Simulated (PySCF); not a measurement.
**Phenylvinylnitrile (C9H7N): NMR shifts and electronic excitations in gas and solvents**

Aim: compute the NMR shifts and electronic excitations of Phenylvinylnitrile (C9H7N) (`N#C/C=C\c1ccccc1`), and see what a dielectric continuum does where one was used.

Computed with PySCF 2.14.0, with density-fitted response routines of our own, on a single molecule, in the gas phase or a continuum. Atoms count from 0, in the outputs and in this text.

### 1 The molecule as given

17 atoms, charge 0, multiplicity 1; geometry from: GFN2-xTB. The atoms were then displaced at random by about 0.01 Å, so the start is not that level's minimum.

Bonds of the start (Å): N0–C1 1.14, C1–C2 1.40, C2–C3 1.31, C3–C4 1.49, C4–C5 1.39, C5–C6 1.37, C6–C7 1.38, C7–C8 1.40, C8–C9 1.38, C9–C4 1.42, C2–H10 1.10, C3–H11 1.09, C5–H12 1.07, C6–H13 1.08, C7–H14 1.10, C8–H15 1.07, C9–H16 1.07.

### 2 Geometry optimisation at PBE0-D3(BJ)/def2-SVP

The job: settings as JSON, then the geometry in Å.

```
{"job": {"xc": "PBE0", "basis": "def2-SVP", "d3": "d3bj", "grid": 1, "shake": 0.01, "kind": "geom"}, "charge": 0, "multiplicity": 1}
N      2.530000     0.870980    -2.761000
C      2.508020     0.710000    -1.632540
C      2.609120     0.512640    -0.255220
C      1.689690     0.203960     0.622390
C      0.241040    -0.024870     0.375930
C     -0.347100     0.017220    -0.883970
C     -1.689300    -0.207850    -1.031690
C     -2.481670    -0.454870     0.067090
C     -1.931160    -0.492170     1.355130
C     -0.577950    -0.282280     1.500940
H      3.635770     0.639450     0.120090
H      1.958070     0.099460     1.670720
H      0.234230     0.215830    -1.761430
H     -2.152890    -0.174500    -2.011920
H     -3.560820    -0.641200    -0.050670
H     -2.544740    -0.682930     2.208760
H     -0.136820    -0.297040     2.477570
```

Started as:

```
OMP_NUM_THREADS=1 python probes_run.py task.json out
```

The driver reads the jobs from task.json and runs them one after another.

The log of the run:

```text
step   0  E = -401.13106244  max force = 0.061812
step   1  E = -401.13855255  max force = 0.007865
step   2  E = -401.13857213  max force = 0.004667
step   3  E = -401.13870362  max force = 0.003333
step   4  E = -401.13862396  max force = 0.004777
step   5  E = -401.13872466  max force = 0.003004
step   6  E = -401.13878576  max force = 0.000830
step   7  E = -401.13878610  max force = 0.000556
step   8  E = -401.13879124  max force = 0.000243
optimisation converged
```

Run time: 4.1 min. Hardware: 1 thread of AMD EPYC, shared host; peak memory 0.72 GiB.

Relaxation path: (the energy doesn't fall at every step)

```csv
step,energy from step 0 (eV),largest force component (eV/Å)
0,0.0000,3.1785
1,-0.2038,0.4044
2,-0.2043,0.2400
3,-0.2079,0.1714
4,-0.2058,0.2456
5,-0.2085,0.1545
6,-0.2102,0.0427
7,-0.2102,0.0286
8,-0.2103,0.0125
```

Close pairs (by a distance rule), those that changed most:

```csv
bond,before (Å),after (Å),change (Å)
C2–C3,1.308,1.352,+0.044
C3–C4,1.487,1.459,-0.028
C1–C2,1.395,1.422,+0.027
C8–H15,1.068,1.092,+0.024
C9–H16,1.072,1.093,+0.022
N0–C1,1.140,1.161,+0.021
C5–C6,1.369,1.390,+0.021
C5–H12,1.071,1.090,+0.019
```

The next job starts from the end point, and lists it.

```csv
at the end point,value
"rotational constants (GHz, main isotopes)","3.145, 0.868, 0.681"
dipole moment (D),4.07
```

### 3 NMR shieldings: PBE0/pcSseg-1 in chloroform

The job: settings as JSON, then the geometry in Å.

```
{"job": {"kind": "nmr", "xc": "PBE0", "basis": "pcSseg-1", "solvent": "chloroform", "pop": true}, "charge": 0, "multiplicity": 1}
N      2.819244     0.524548    -3.020053
C      2.865235     0.382207    -1.868233
C      2.972467     0.216903    -0.460214
C      1.972070    -0.085317     0.396952
C      0.551372    -0.322218     0.164587
C     -0.061120    -0.289901    -1.102217
C     -1.424669    -0.526706    -1.229819
C     -2.205619    -0.799388    -0.105587
C     -1.614208    -0.835700     1.156123
C     -0.250366    -0.599976     1.286571
H      3.981048     0.355635    -0.060913
H      2.271761    -0.165474     1.446770
H      0.527786    -0.079045    -1.994975
H     -1.883999    -0.498091    -2.220456
H     -3.276840    -0.984471    -0.214517
H     -2.217705    -1.048999     2.041225
H      0.213096    -0.629029     2.276415
```

Level: GIAO PBE0/pcSseg-1 NMR shielding, non-relativistic, IEF-PCM chloroform.

The log of the run:

```text
coarse grid: 15176 points
cycle   1  E = -401.2610282723  dE =  1.605e+00  |g| = 4.304e-01  |ddm| = 4.228e+00
cycle   2  E = -401.1771727553  dE =  8.386e-02  |g| = 7.661e-01  |ddm| = 1.181e+00
cycle   3  E = -401.3057608289  dE = -1.286e-01  |g| = 1.342e-01  |ddm| = 6.793e-01
cycle   4  E = -401.3099055008  dE = -4.145e-03  |g| = 3.349e-02  |ddm| = 1.316e-01
cycle   5  E = -401.3101485872  dE = -2.431e-04  |g| = 1.020e-02  |ddm| = 4.353e-02
cycle   6  E = -401.3101746205  dE = -2.603e-05  |g| = 2.742e-03  |ddm| = 1.190e-02
cycle   7  E = -401.3101764760  dE = -1.855e-06  |g| = 9.407e-04  |ddm| = 3.349e-03
final grid: 149472 points
cycle   8  E = -401.3692096614  dE = -3.784e-05  |g| = 7.070e-03  |ddm| = 5.761e-02
cycle   9  E = -401.3692093620  dE =  2.995e-07  |g| = 7.254e-03  |ddm| = 1.665e-02
cycle  10  E = -401.3692228575  dE = -1.350e-05  |g| = 1.664e-03  |ddm| = 8.526e-03
cycle  11  E = -401.3692235375  dE = -6.801e-07  |g| = 3.561e-04  |ddm| = 1.470e-03
cycle  12  E = -401.3692235590  dE = -2.150e-08  |g| = 1.655e-04  |ddm| = 3.928e-04
cycle  13  E = -401.3692235646  dE = -5.604e-09  |g| = 5.327e-05  |ddm| = 1.675e-04
cycle  14  E = -401.3692235653  dE = -6.654e-10  |g| = 1.158e-05  |ddm| = 5.412e-05
converged SCF energy = -401.3692235653

GIAO shielding tensors (ppm)
atom      isotropic    diamagn.    paramagn.     s11        s22        s33       span
  0 N      -54.049     341.448    -395.497   -201.139   -165.840    204.833    405.971
  1 C       58.282     261.355    -203.073    -61.002    -54.422    290.270    351.272
  2 C       87.904     254.374    -166.471     -1.975    105.283    160.402    162.377
  3 C       24.452     251.090    -226.638    -98.499     26.852    145.002    243.500
  4 C       46.293     259.841    -213.548    -47.068     12.358    173.587    220.655
  5 C       51.330     254.290    -202.961    -51.559     25.208    180.340    231.899
  6 C       49.403     253.815    -204.413    -61.992     33.019    177.182    239.173
  7 C       45.265     254.719    -209.454    -65.399     24.483    176.710    242.109
  8 C       49.503     254.136    -204.633    -61.492     34.298    175.702    237.194
  9 C       44.107     252.100    -207.993    -55.913     28.813    159.421    215.334
 10 H       25.710      24.545       1.164     21.494     27.142     28.494      6.999
 11 H       23.972      30.679      -6.707     21.004     22.166     28.745      7.741
 12 H       22.074      36.687     -14.613     16.299     21.583     28.341     12.042
 13 H       23.445      30.935      -7.489     19.908     23.751     26.676      6.768
 14 H       23.463      29.686      -6.223     20.301     23.892     26.196      5.895
 15 H       23.493      29.860      -6.367     20.131     24.056     26.291      6.160
 16 H       23.698      32.563      -8.866     20.171     23.287     27.635      7.464
```

It took 80 s on 1 thread of AMD EPYC, shared host; peak memory 1.1 GiB.

Shifts follow as δ = σ(reference) − σ, with reference shieldings (ppm) from runs at the same level and on the same kind of geometry: 1H TMS 31.25, 13C TMS 185.2, 15N NH3 267.8. The references are single molecules in the same continuum, so shifts against H2O, NH3, PH3, H3PO4 or CFCl3 are not on the usual liquid scales and can be off by tens of ppm. Atoms listed in one row are averaged.

```csv
atoms,environment,σ (ppm),δ (ppm)
C3,alkene CH,24.5,160.7
C7,aromatic CH,45.3,139.9
C4,substituted aromatic carbon,46.3,138.9
"C5, C9",aromatic CH,47.7,137.4
"C6, C8",aromatic CH,49.5,135.7
C1,nitrile carbon,58.3,126.9
C2,alkene CH,87.9,97.3
"H12, H16",hydrogen on an aromatic CH,22.89,8.36
H14,hydrogen on an aromatic CH,23.46,7.78
"H13, H15",hydrogen on an aromatic CH,23.47,7.78
H11,hydrogen on an alkene CH,23.97,7.28
H10,hydrogen on an alkene CH,25.71,5.54
N0,nitrile nitrogen,-54.0,321.8
```

The run also stored atomic charges by several schemes (e):

```csv
atoms,Mulliken,IAO,Hirshfeld,ESP fit
N0,-0.32,-0.30,-0.26,-0.54
C1,0.11,0.16,0.09,0.49
C2,-0.11,-0.23,-0.04,-0.36
C3,0.00,-0.08,0.00,-0.24
C4,-0.25,-0.02,-0.01,0.28
"C5, C9",-0.03,-0.14,-0.04,-0.24
"C6, C8",-0.09,-0.15,-0.04,-0.14
C7,-0.07,-0.14,-0.04,-0.14
```

Mayer bond orders: N0–C1 2.95, C1–C2 1.06, C2–C3 1.79, C3–C4 1.12, C4–C5 1.34, C5–C6 1.48, C6–C7 1.41, C7–C8 1.42, C8–C9 1.45, C9–C4 1.35.

Ring of atoms C4, C5, C6, C7, C8, C9: NICS(0) -7.8, NICS(1) -10.9, NICS(1)zz -26.9 ppm (means of both faces).

### 4 NMR shieldings: PBE0/pcSseg-1 in tetrahydrofuran

Same as in step 3 but for these lines:

```diff
@@ -1,2 +1,2 @@
-{"job": {"kind": "nmr", "xc": "PBE0", "basis": "pcSseg-1", "solvent": "chloroform", "pop": true}, "charge": 0, "multiplicity": 1}
+{"job": {"kind": "nmr", "xc": "PBE0", "basis": "pcSseg-1", "solvent": "tetrahydrofuran", "pop": false}, "charge": 0, "multiplicity": 1}
 N      2.819244     0.524548    -3.020053
```

Method: GIAO PBE0/pcSseg-1 NMR shielding, non-relativistic, IEF-PCM tetrahydrofuran.

The log of the run:

```text
coarse grid: 15176 points
cycle   1  E = -401.2631876631  dE =  1.603e+00  |g| = 4.274e-01  |ddm| = 4.228e+00
cycle   2  E = -401.1843489123  dE =  7.884e-02  |g| = 7.500e-01  |ddm| = 1.159e+00
cycle   3  E = -401.3072090187  dE = -1.229e-01  |g| = 1.323e-01  |ddm| = 6.616e-01
cycle   4  E = -401.3112282568  dE = -4.019e-03  |g| = 3.287e-02  |ddm| = 1.283e-01
cycle   5  E = -401.3114622000  dE = -2.339e-04  |g| = 1.010e-02  |ddm| = 4.186e-02
cycle   6  E = -401.3114875726  dE = -2.537e-05  |g| = 2.780e-03  |ddm| = 1.172e-02
cycle   7  E = -401.3114894899  dE = -1.917e-06  |g| = 9.227e-04  |ddm| = 3.376e-03
final grid: 149472 points
cycle   8  E = -401.3705126660  dE = -3.799e-05  |g| = 7.026e-03  |ddm| = 5.777e-02
cycle   9  E = -401.3705127006  dE = -3.458e-08  |g| = 7.128e-03  |ddm| = 1.636e-02
cycle  10  E = -401.3705257501  dE = -1.305e-05  |g| = 1.616e-03  |ddm| = 8.279e-03
cycle  11  E = -401.3705263858  dE = -6.358e-07  |g| = 3.533e-04  |ddm| = 1.406e-03
cycle  12  E = -401.3705264073  dE = -2.141e-08  |g| = 1.601e-04  |ddm| = 3.866e-04
cycle  13  E = -401.3705264125  dE = -5.242e-09  |g| = 5.158e-05  |ddm| = 1.632e-04
cycle  14  E = -401.3705264131  dE = -6.210e-10  |g| = 1.116e-05  |ddm| = 5.250e-05
converged SCF energy = -401.3705264131

GIAO shielding tensors (ppm)
atom      isotropic    diamagn.    paramagn.     s11        s22        s33       span
  0 N      -51.575     341.703    -393.278   -198.156   -162.003    205.434    403.591
  1 C       57.836     261.368    -203.532    -61.710    -54.796    290.014    351.724
  2 C       88.191     254.363    -166.172     -1.437    105.556    160.455    161.892
  3 C       23.926     251.013    -227.087    -99.117     25.466    145.430    244.546
  4 C       46.300     259.918    -213.619    -47.052     12.357    173.595    220.647
  5 C       51.457     254.308    -202.851    -51.453     25.522    180.303    231.756
  6 C       49.421     253.788    -204.367    -61.918     32.855    177.326    239.244
  7 C       45.092     254.695    -209.602    -65.586     23.957    176.906    242.492
  8 C       49.328     254.130    -204.802    -61.701     33.787    175.896    237.597
  9 C       43.863     251.996    -208.132    -56.122     27.926    159.786    215.908
 10 H       25.659      24.479       1.181     21.433     27.105     28.440      7.007
 11 H       23.900      30.601      -6.700     20.914     22.117     28.670      7.755
 12 H       22.091      36.736     -14.645     16.318     21.601     28.354     12.036
 13 H       23.425      30.927      -7.502     19.878     23.740     26.656      6.778
 14 H       23.429      29.673      -6.244     20.260     23.865     26.162      5.902
 15 H       23.455      29.844      -6.390     20.090     24.025     26.250      6.160
 16 H       23.644      32.519      -8.875     20.098     23.256     27.577      7.479
```

It took 67 s on 1 thread of AMD EPYC, shared host; peak memory 1.1 GiB.

In short: δ C3 161.4, C7 140.2, C4 139.0, C5 137.6, H12 8.38, H14 7.82 ppm (means over like atoms).

### 5 Excited states and response: CAM-B3LYP/def2-SVPD

Same as in step 4 but for these lines:

```diff
@@ -1,2 +1,2 @@
-{"job": {"kind": "nmr", "xc": "PBE0", "basis": "pcSseg-1", "solvent": "tetrahydrofuran", "pop": false}, "charge": 0, "multiplicity": 1}
+{"job": {"kind": "uv", "xc": "CAM-B3LYP", "basis": "def2-SVPD", "dynamic": true, "nstates": 6, "ntriplets": 0}, "charge": 0, "multiplicity": 1}
 N      2.819244     0.524548    -3.020053
```

Level: TDDFT CAM-B3LYP/def2-SVPD, vertical, gas phase, core orbitals frozen in the response.

The log of the run:

```text
coarse grid: 15176 points
cycle   1  E = -401.2385906832  dE =  1.819e+00  |g| = 4.824e-01  |ddm| = 2.559e+01
cycle   2  E = -401.1519150092  dE =  8.668e-02  |g| = 8.336e-01  |ddm| = 4.373e+00
cycle   3  E = -401.3052950099  dE = -1.534e-01  |g| = 6.218e-02  |ddm| = 1.367e+00
cycle   4  E = -401.3060978094  dE = -8.028e-04  |g| = 3.822e-02  |ddm| = 5.631e-01
cycle   5  E = -401.3064711832  dE = -3.734e-04  |g| = 6.515e-03  |ddm| = 2.961e-01
cycle   6  E = -401.3064815582  dE = -1.037e-05  |g| = 2.705e-03  |ddm| = 3.745e-02
cycle   7  E = -401.3064837765  dE = -2.218e-06  |g| = 8.882e-04  |ddm| = 1.476e-02
final grid: 149472 points
cycle   8  E = -401.3882913470  dE = -3.927e-05  |g| = 3.202e-03  |ddm| = 2.537e-01
cycle   9  E = -401.3882920799  dE = -7.329e-07  |g| = 2.908e-03  |ddm| = 5.562e-02
cycle  10  E = -401.3882943365  dE = -2.257e-06  |g| = 5.780e-04  |ddm| = 2.315e-02
cycle  11  E = -401.3882944094  dE = -7.296e-08  |g| = 2.562e-04  |ddm| = 2.194e-03
cycle  12  E = -401.3882944228  dE = -1.333e-08  |g| = 1.060e-04  |ddm| = 1.156e-03
cycle  13  E = -401.3882944253  dE = -2.569e-09  |g| = 2.785e-05  |ddm| = 2.806e-04
cycle  14  E = -401.3882944255  dE = -1.820e-10  |g| = 6.220e-06  |ddm| = 9.317e-05
converged SCF energy = -401.3882944255

Static polarisability (au): isotropic 114.412, principal 60.919 116.202 166.114

Singlet excitations
state   eV       nm        f      main configurations
  1   4.6317    267.7   0.49024   H->L 0.96
  2   4.8520    255.5   0.01129   H-1->L 0.74, H->L+1 0.20
  3   6.0042    206.5   0.00021   H-3->L 0.88
  4   6.0974    203.3   0.19459   H->L+1 0.69, H-1->L 0.24
  5   6.3487    195.3   0.14501   H-2->L 0.50, H-1->L+1 0.41
  6   6.3577    195.0   0.00209   H->L+2 0.61, H->L+4 0.12
```

It took 2.7 min on 1 thread of AMD EPYC, shared host; peak memory 1.3 GiB.

Frontier orbitals and where they lie:

```csv
orbital,eV,atoms
HOMO−3,-10.81,"N0 37 %, C1 26 %, C5 6 %"
HOMO−2,-10.31,"C3 18 %, N0 16 %, C7 12 %"
HOMO−1,-8.98,"C5 21 %, C6 20 %, C8 20 %"
HOMO,-8.27,"C2 18 %, C7 14 %, C4 14 %"
LUMO,-1.19,"C3 20 %, C2 17 %, N0 10 %"
LUMO+1,0.42,"C6 20 %, C9 20 %, C8 16 %"
LUMO+2,1.08,"C3 16 %, H11 14 %, C2 14 %"
```

With each of the 6 states as a Gaussian band of 0.4 eV half-width at 1/e, the curve within the window shown has maxima at 267 nm (ε 20,000), 200 nm (ε 13,000) L/(mol cm). Beyond the last state computed it falls off for lack of states. The curve at chosen wavelengths:

```tsv
nm	ε (L/mol/cm)
186	4389
191	8420
196	11732
201	12469
205	11033
210	7818
215	4579
220	2298
225	1150
230	998
234	1567
239	3251
244	6106
249	9932
254	14088
259	17652
263	19504
268	20168
273	19032
278	16547
283	13369
288	10115
292	7756
297	5304
302	3459
307	2161
```

Ground-state properties from the same run:

```csv
property,computed
dipole moment (D),4.30
polarisability (Å³),16.95
HOMO–LUMO gap (eV),7.09
−ε(HOMO) (eV),8.27
C6 with itself (au),4393
```

### 6 TDDFT and polarisability: CAM-B3LYP/def2-SVPD in chloroform

Same as in step 5 but for these lines:

```diff
@@ -1,2 +1,2 @@
-{"job": {"kind": "uv", "xc": "CAM-B3LYP", "basis": "def2-SVPD", "dynamic": true, "nstates": 6, "ntriplets": 0}, "charge": 0, "multiplicity": 1}
+{"job": {"kind": "uv", "xc": "CAM-B3LYP", "basis": "def2-SVPD", "solvent": "chloroform", "nstates": 6, "ntriplets": 0}, "charge": 0, "multiplicity": 1}
 N      2.819244     0.524548    -3.020053
```

Level: TDDFT CAM-B3LYP/def2-SVPD, vertical, IEF-PCM chloroform (non-equilibrium linear response), core orbitals frozen in the response.

The log of the run:

```text
coarse grid: 15176 points
cycle   1  E = -401.2558454655  dE =  1.802e+00  |g| = 4.532e-01  |ddm| = 2.571e+01
cycle   2  E = -401.2036001903  dE =  5.225e-02  |g| = 7.135e-01  |ddm| = 3.890e+00
cycle   3  E = -401.3137206709  dE = -1.101e-01  |g| = 5.721e-02  |ddm| = 1.236e+00
cycle   4  E = -401.3144294339  dE = -7.088e-04  |g| = 3.379e-02  |ddm| = 4.770e-01
cycle   5  E = -401.3147159984  dE = -2.866e-04  |g| = 5.969e-03  |ddm| = 2.278e-01
cycle   6  E = -401.3147250734  dE = -9.075e-06  |g| = 2.374e-03  |ddm| = 3.566e-02
final grid: 149472 points
cycle   7  E = -401.3964776099  dE = -3.843e-05  |g| = 3.814e-03  |ddm| = 2.540e-01
cycle   8  E = -401.3964768858  dE =  7.241e-07  |g| = 4.281e-03  |ddm| = 3.683e-02
cycle   9  E = -401.3964815584  dE = -4.673e-06  |g| = 4.888e-04  |ddm| = 1.493e-02
cycle  10  E = -401.3964816230  dE = -6.460e-08  |g| = 1.471e-04  |ddm| = 3.748e-03
cycle  11  E = -401.3964816305  dE = -7.447e-09  |g| = 5.456e-05  |ddm| = 1.536e-03
cycle  12  E = -401.3964816311  dE = -6.728e-10  |g| = 2.328e-05  |ddm| = 1.901e-04
converged SCF energy = -401.3964816311

Static polarisability (au): isotropic 147.610, principal 75.715 151.744 215.372

Singlet excitations
state   eV       nm        f      main configurations
  1   4.4514    278.5   0.61511   H->L 0.97
  2   4.8082    257.9   0.01950   H-1->L 0.78, H->L+1 0.16
  3   6.0257    205.8   0.27298   H->L+1 0.73, H-1->L 0.20
  4   6.1372    202.0   0.00047   H-3->L 0.81
  5   6.3075    196.6   0.17173   H-1->L+1 0.49, H-2->L 0.40
  6   6.3270    196.0   0.00161   H->L+2 0.56, H->L+4 0.15
```

Run time: 2 min. Hardware: 1 thread of AMD EPYC, shared host; peak memory 1.4 GiB.

This run: HOMO -8.17 eV, LUMO -1.10 eV; lowest singlet 4.45 eV.

### 7 Ultraviolet spectrum: CAM-B3LYP/def2-SVPD in tetrahydrofuran

Same as in step 6 but for these lines:

```diff
@@ -1,2 +1,2 @@
-{"job": {"kind": "uv", "xc": "CAM-B3LYP", "basis": "def2-SVPD", "solvent": "chloroform", "nstates": 6, "ntriplets": 0}, "charge": 0, "multiplicity": 1}
+{"job": {"kind": "uv", "xc": "CAM-B3LYP", "basis": "def2-SVPD", "solvent": "tetrahydrofuran", "nstates": 6, "ntriplets": 0}, "charge": 0, "multiplicity": 1}
 N      2.819244     0.524548    -3.020053
```

Level: TDDFT CAM-B3LYP/def2-SVPD, vertical, IEF-PCM tetrahydrofuran (non-equilibrium linear response), core orbitals frozen in the response.

The log of the run:

```text
coarse grid: 15176 points
cycle   1  E = -401.2581265059  dE =  1.800e+00  |g| = 4.498e-01  |ddm| = 2.573e+01
cycle   2  E = -401.2095073385  dE =  4.862e-02  |g| = 6.991e-01  |ddm| = 3.839e+00
cycle   3  E = -401.3150148917  dE = -1.055e-01  |g| = 5.695e-02  |ddm| = 1.229e+00
cycle   4  E = -401.3157210549  dE = -7.062e-04  |g| = 3.322e-02  |ddm| = 4.711e-01
cycle   5  E = -401.3159977832  dE = -2.767e-04  |g| = 5.911e-03  |ddm| = 2.197e-01
cycle   6  E = -401.3160067477  dE = -8.965e-06  |g| = 2.320e-03  |ddm| = 3.498e-02
final grid: 149472 points
cycle   7  E = -401.3977504273  dE = -3.853e-05  |g| = 3.732e-03  |ddm| = 2.545e-01
cycle   8  E = -401.3977499085  dE =  5.188e-07  |g| = 4.116e-03  |ddm| = 3.618e-02
cycle   9  E = -401.3977542145  dE = -4.306e-06  |g| = 4.793e-04  |ddm| = 1.437e-02
cycle  10  E = -401.3977542768  dE = -6.232e-08  |g| = 1.430e-04  |ddm| = 3.631e-03
cycle  11  E = -401.3977542841  dE = -7.258e-09  |g| = 4.589e-05  |ddm| = 1.532e-03
cycle  12  E = -401.3977542846  dE = -5.110e-10  |g| = 2.111e-05  |ddm| = 1.974e-04
converged SCF energy = -401.3977542846

Static polarisability (au): isotropic 153.479, principal 79.103 158.087 223.248

Singlet excitations
state   eV       nm        f      main configurations
  1   4.4570    278.2   0.60572   H->L 0.97
  2   4.8070    257.9   0.01886   H-1->L 0.79, H->L+1 0.16
  3   6.0337    205.5   0.26609   H->L+1 0.73, H-1->L 0.20
  4   6.1527    201.5   0.00048   H-3->L 0.79
  5   6.3144    196.4   0.17189   H-1->L+1 0.50, H-2->L 0.39
  6   6.3197    196.2   0.00147   H->L+2 0.55, H->L+4 0.15, H-3->L 0.10
```

Run time: 2 min. Hardware: 1 thread of AMD EPYC, shared host; peak memory 1.4 GiB.

This run: HOMO -8.17 eV, LUMO -1.10 eV; lowest singlet 4.46 eV.

### 8 Run by run: NMR shifts

Shifts (ppm) of some atoms, chosen among heavy atoms and hydrogens apart, means over like atoms, with basis size and wall time:

```csv
run,C3,C7,C6,C1,H11,H10,N0,functions,time
PBE0/pcSseg-1 in chloroform,160.7,139.9,135.7,126.9,7.28,5.54,321.8,205,80 s
PBE0/pcSseg-1 in tetrahydrofuran,161.4,140.2,135.9,127.4,7.34,5.58,319.7,205,67 s
```

The continuum's effect on the ground state:

```csv
solvent,ε,polarisation energy (Eh),μ (D)
chloroform,4.71,-0.0097,5.32
tetrahydrofuran,7.43,-0.0114,5.49
```

### 9 Run by run: electronic excitations

Excitations and ground-state properties, with basis size and wall time:

```csv
run,lowest singlet (eV),brightest (eV),f,gap (eV),α (Å³),μ (D),functions,time
CAM-B3LYP/def2-SVPD,4.63,4.63,0.490,7.09,16.95,4.30,256,2.7 min
CAM-B3LYP/def2-SVPD in chloroform,4.45,4.45,0.615,7.07,21.87,5.45,256,2 min
CAM-B3LYP/def2-SVPD in tetrahydrofuran,4.46,4.46,0.606,7.07,22.74,5.63,256,2 min
```

The continuum's effect on the ground state:

```csv
solvent,ε,polarisation energy (Eh),μ (D)
chloroform,4.71,-0.0096,5.45
tetrahydrofuran,7.43,-0.0113,5.63
```

### 10 Summary of results

| quantity | value |
| --- | --- |
| rotational constants (main isotopes) | 3.15, 0.87, 0.68 GHz |
| 13C shifts against TMS (PBE0/pcSseg-1, chloroform, means over atoms taken as alike) | 160.7, 139.9, 138.9, 137.4, 135.7, 126.9, 97.3 ppm |
| 1H shifts against TMS (PBE0/pcSseg-1, chloroform, means over atoms taken as alike) | 8.36, 7.78, 7.78, 7.28, 5.54 ppm |
| 15N shifts against NH3 (PBE0/pcSseg-1, chloroform) | 321.8 ppm |
| lowest singlet (CAM-B3LYP/def2-SVPD) | 4.63 eV (268 nm), f = 0.490 |
| range of the shift of N0 | 319.7 to 321.8 ppm |
| range of the lowest singlet | 4.45 to 4.63 eV |

What this shows: Relaxing lowered the energy by 0.210 eV in 8 steps; the close pair that moved most is C2–C3, from 1.308 to 1.352 Å. At PBE0/pcSseg-1: The widest tensor belongs to N0: span 406 ppm, with a paramagnetic part of -395 ppm. NICS(1)zz of -27 ppm above the planar ring from C4 marks a diatropic (aromatic) ring current. The first singlet state (HOMO→LUMO 0.96) lies at 4.63 eV and is bright. In ppm, N0 moves most: its shift spreads over 2.2 ppm, from 319.7 (PBE0/pcSseg-1 in tetrahydrofuran) to 321.8 (PBE0/pcSseg-1 in chloroform). The continuum holds electrostatics alone: no hydrogen bonds to the solvent, and the gas-phase geometry is kept. The lowest singlet runs from 4.45 eV (CAM-B3LYP/def2-SVPD in chloroform) to 4.63 eV (CAM-B3LYP/def2-SVPD), while the orbital gap spans 7.07 to 7.09 eV. The lowest state need not be the same one in every run.
